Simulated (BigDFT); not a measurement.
Molecule: SiSnH6, in a box.

```
Si Sn H
1.0
    14.00000    0.00000    0.00000
     0.00000   12.00000    0.00000
     0.00000    0.00000   13.00000
Si Sn H
1 1 6
Direct
  0.44916 0.51826 0.41199
  0.53727 0.49737 0.58350
  0.34569 0.53775 0.43042
  0.46036 0.41549 0.34928
  0.48846 0.61419 0.35328
  0.52575 0.61531 0.65595
  0.65616 0.47393 0.56373
  0.49235 0.38819 0.65246
```

- Program: BigDFT 1.9.6
- Task: single point
- Functional: PBE
- Potentials or basis: GTH-PBE (H q1, Si q4, Sn q4)
- Grid spacing: 0.28 bohr
- Occupations: fixed
- Spin: no spin polarisation

On this cell: largest force 0.148 eV/Å.

The same run follows on a disturbed copy (atoms moved at random, drawn with an rms of 0.05 Å):

```
Si Sn H
1.0
    14.00000    0.00000    0.00000
     0.00000   12.00000    0.00000
     0.00000    0.00000   13.00000
Si Sn H
1 1 6
Direct
  0.44728 0.51580 0.41511
  0.53575 0.49856 0.58054
  0.34480 0.53909 0.43377
  0.46004 0.41243 0.34647
  0.48857 0.61769 0.35148
  0.52754 0.61750 0.65728
  0.65493 0.47012 0.56514
  0.48974 0.38725 0.65231
```

Problem. What does the disturbed cell give?

Solution. The energy moves by +16.6 meV/atom; largest force 1.980 eV/Å.

Forces on the atoms (eV/Å):
```
Si   0.420  0.638 -1.827
Sn   0.248 -0.224  1.161
H   -0.167 -0.065  0.006
H   -0.156  0.525  0.481
H   -0.455 -0.949  0.661
H   -0.027 -0.216 -0.222
H    0.052  0.024 -0.091
H    0.084  0.268 -0.170
```

Caveats: boundaries are free: the box only frames the coordinates (some runs).
